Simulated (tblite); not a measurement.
# C5H10BrFSi2: the cost of one run

Computed with tblite 0.8.0 and PySCF 2.14.0, with density-fitted response routines of our own, on a single molecule in the gas phase. Atoms count from 0, in the outputs and in this text.

### Step 1. The molecule as given

19 atoms, charge 0, multiplicity 1; geometry from: force field or distance geometry start.

Bonds of the start (Å): C0–C1 1.48, C1–C2 1.19, C2–Si3 1.89, Si3–C4 1.85, C4–Br5 1.95, C4–Si6 1.83, Si6–C7 1.85, Si6–F8 1.61, C0–H9 1.09, C0–H10 1.09, C0–H11 1.09, Si3–H12 1.48, Si3–H13 1.48, C4–H14 1.08, Si6–H15 1.50, C7–H16 1.09, C7–H17 1.10, C7–H18 1.09.

### Step 2. Optimising the geometry with GFN2-xTB

The job: settings as JSON, then the geometry in Å.

```
{"job": {"kind": "relax", "xc": "GFN2-xTB", "basis": "xTB"}, "charge": 0, "multiplicity": 1}
C      4.602900     0.465000    -0.334400
C      3.146600     0.332300    -0.544000
C      1.976000     0.211300    -0.694700
Si     0.112500     0.046200    -0.953700
C     -0.716100    -0.767000     0.488000
Br    -0.492100     0.312700     2.096700
Si    -2.497200    -0.942900     0.097200
C     -3.446000     0.620000    -0.157100
F     -2.660100    -1.854900    -1.213600
H      4.969200     1.356900    -0.840000
H      4.828600     0.558200     0.729000
H      5.124200    -0.405900    -0.724800
H     -0.464700     1.389900    -1.185600
H     -0.088600    -0.743900    -2.193500
H     -0.260800    -1.721300     0.721000
H     -3.151600    -1.692300     1.220300
H     -3.088300     1.177600    -1.025600
H     -4.511800     0.390400    -0.334300
H     -3.392600     1.277000     0.716200
```

Started as:

```sh
$ OMP_NUM_THREADS=1 python probes_run.py task.json out
```

The driver reads the jobs from task.json and runs them one after another.

Q: Estimate the wall time and peak memory of this first job on 1 thread of Arm Neoverse N1, shared host.

About 1.7 s, with a peak of 0.18 GiB.
